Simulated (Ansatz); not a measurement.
# MgSnO2: the cost of one run

Program: Ansatz 0.2.0. Level of theory: DFT PBE, scalar-relativistic, plane waves, PAW, unless a step names another level. These are calculated values, not measurements.

1 further run of the same task is left out (set aside as unsound or not needed).

## 1. Starting point

It takes space group I4mm (No. 107, tetragonal). Conventional cell: a = 3.873 Å, b = 3.873 Å, c = 9.403 Å, α = 90.00°, β = 90.00°, γ = 90.00°. Mg (site symmetry 4mm) is surrounded by 4 O at 2.04 Å. Sn (site symmetry 4mm) has 4 O at 2.20 Å as nearest neighbours. O (site symmetry 2mm) has 2 Mg at 2.04 Å and 2 Sn at 2.20 Å as nearest neighbours.

Coordinates:

```xyz
4
Lattice="-1.9367 1.9367 4.7015 1.9367 -1.9367 4.7015 1.9367 1.9367 -4.7015" Properties=species:S:1:pos:R:3 pbc="T T T"
Mg    0.0000    0.0000    5.4335
Sn    0.0000    0.0000    8.4685
O     1.9367    0.0000    0.0995
O     0.0000    1.9367    0.0995
```

It came out lowest among 22 distinct ends of the trial cells. At a tolerance of 0.02 Å it has space group I4mm (No. 107).

## 2. Tight relaxation for the response runs, on the response runs' mesh and smearing

File input.yaml:

```yaml
crystal:
  lattice:
    - [-1.936689162, 1.936689162, 4.7014826172]
    - [1.936689162, -1.936689162, 4.7014826172]
    - [1.936689162, 1.936689162, -4.7014826172]
  atoms:
    - { symbol: Mg, position: [0.5778521945, 0.5778521945, 0.0] }
    - { symbol: Sn, position: [0.9006220284, 0.9006220284, 0.0] }
    - { symbol: O, position: [0.0105861859, 0.5105861859, 0.5] }
    - { symbol: O, position: [0.5105861859, 0.0105861859, 0.5] }
basis:
  ecutwfc: 420
kpoints:
  mp_grid: { grid: [10, 10, 10] }
hamiltonian:
  xc: pbe
scf:
  occupations: { method: fixed }
output:
  forces: true
  stress: true
  eigenvalues: true
relax:
  adjacent_minimum: "off"
  f_tol: 0.001
  max_steps: 60
  cell: { stress_tol: 0.01 }
```

Launch:

```sh
$ ansatz run input.yaml --threads 3 --pin off --max-ram 7680MiB --backend cpu --events-out ev --progress --plain --runs-dir out
```

What time and memory should one allow on 3 threads of Intel Xeon at 2.70GHz, shared host?

About 26 s, with a peak of 0.55 GiB.
